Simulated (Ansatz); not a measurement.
# GeH₃− (triplet): the correlation ladder at distance Ge1–H4 = 2.739 Å, aug-cc-pVDZ

Aim: climb from Hartree-Fock through coupled cluster and multireference methods for GeH₃− (triplet) at one geometry and basis, and see what each rung misses.

The runs use Ansatz 0.2.0, Gaussian basis; aug-cc-pVDZ, core rule «outside noble gas», up to 14 orbitals frozen.

To be run: UHF; CCSD(T) on ROHF; CCSD(T) on UHF; BCCD(T) on ROHF; CISD; CCSDT(Q) on ROHF; CCSDT(Q) on UHF; CASSCF and MRCISD+Q, 4 electrons in 4 orbitals; CASSCF and NEVPT2, 4 electrons in 4 orbitals; CASSCF and MRCISD+Q, 8 electrons in 7 orbitals; CASSCF and NEVPT2, 8 electrons in 7 orbitals.

24 further runs of the same task are left out: 8 for a known fault of the program, 1 for a mislabelled method, 13 that didn't finish, 2 set aside as unsound or not needed.

**1. What is computed**

The geometry derives from a PBE0/def2-TZVPD stationary point (not a proven minimum). One bond is set to the value named and the two fragments are kept rigid. No spin-orbit coupling is included. The filled d shell of Ge may be among the frozen orbitals whatever the setting's name suggests; the logs give the count.

4 atoms, charge -1, spin multiplicity 3.

Atoms are counted from 1 here; the program's logs count them from 0.

Bond lengths: Ge1–H2 1.687 Å, Ge1–H3 1.687 Å. Angles: H2–Ge1–H3 120.0°.

Coordinates:

```xyz
4

Ge    0.0067    0.0123    0.0000
H     1.6926    0.0588   -0.0065
H    -0.8765    1.4491    0.0119
H    -1.2970   -2.3965   -0.0087
```

**2. UHF**

Input file in.yaml:

```yaml
crystal:
  periodic: [false, false, false]
  atoms:
    - {symbol: Ge, position_ang: [0.006673, 0.012330, 0.000045]}
    - {symbol: H, position_ang: [1.692578, 0.058817, -0.006455]}
    - {symbol: H, position_ang: [-0.876506, 1.449109, 0.011945]}
    - {symbol: H, position_ang: [-1.296969, -2.396521, -0.008725]}
basis:
  gaussian: {orbitals: aug-cc-pVDZ}
total_charge: -1
magnetization: {spin_polarized: true, initial_magnetization: 2}
hamiltonian: {xc: hf}
output: {orbitals: {seedname: orbitals}}
```

Launch:

```bash
ansatz run in.yaml --threads 1 --pin off --events-out ev --progress --plain --max-ram 2393MiB
```

The runs that follow: CCSD(T) on ROHF; CCSD(T) on UHF; BCCD(T) on ROHF; CISD; CCSDT(Q) on ROHF; CCSDT(Q) on UHF; CASSCF and MRCISD+Q, 4 electrons in 4 orbitals; CASSCF and NEVPT2, 4 electrons in 4 orbitals; CASSCF and MRCISD+Q, 8 electrons in 7 orbitals; CASSCF and NEVPT2, 8 electrons in 7 orbitals.

**Question.** What will the summary of the whole plan be? Wanted: UCCSDT(Q) below the RHF energy; RMP2 from UCCSDT(Q); UMP2 from UCCSDT(Q); RCCSD from UCCSDT(Q); RCCSD(T) from UCCSDT(Q); UCCSD(T) from UCCSDT(Q); RCCSDT(Q) from UCCSDT(Q); NEVPT2 valence from UCCSDT(Q); MRCISD+Q valence from UCCSDT(Q).

The runs gave:

```
                         quantity                                value
   UCCSDT(Q) below the RHF energy                           -4.1500 eV
              RMP2 from UCCSDT(Q)                        +102.6 kJ/mol
              UMP2 from UCCSDT(Q)                        +100.4 kJ/mol
             RCCSD from UCCSDT(Q)                         +17.7 kJ/mol
          RCCSD(T) from UCCSDT(Q)                          +4.6 kJ/mol
          UCCSD(T) from UCCSDT(Q)                          +4.1 kJ/mol
         RCCSDT(Q) from UCCSDT(Q)                          +0.4 kJ/mol
    NEVPT2 valence from UCCSDT(Q)                         +96.6 kJ/mol
  MRCISD+Q valence from UCCSDT(Q)                          +8.9 kJ/mol
levels within 1 kcal/mol (43 meV)  UCCSD(T), RCCSDT, UCCSDT, RCCSDT(Q)
                    T1 diagnostic                                0.063
   effectively unpaired electrons                                 2.02
```

RCCSD(T) misses by +4.6 kJ/mol, 1.1 % of the correlation energy. The occupations are near whole numbers, but T1 = 0.063 shows that the orbitals relax strongly. Of the multireference levels listed MRCISD+Q valence comes nearest in total energy (+8.9 kJ/mol), which doesn't show that its space is the better one. These misses are within one basis, not against nature; the frozen cores of restricted and unrestricted runs differ, which can shift their rows.
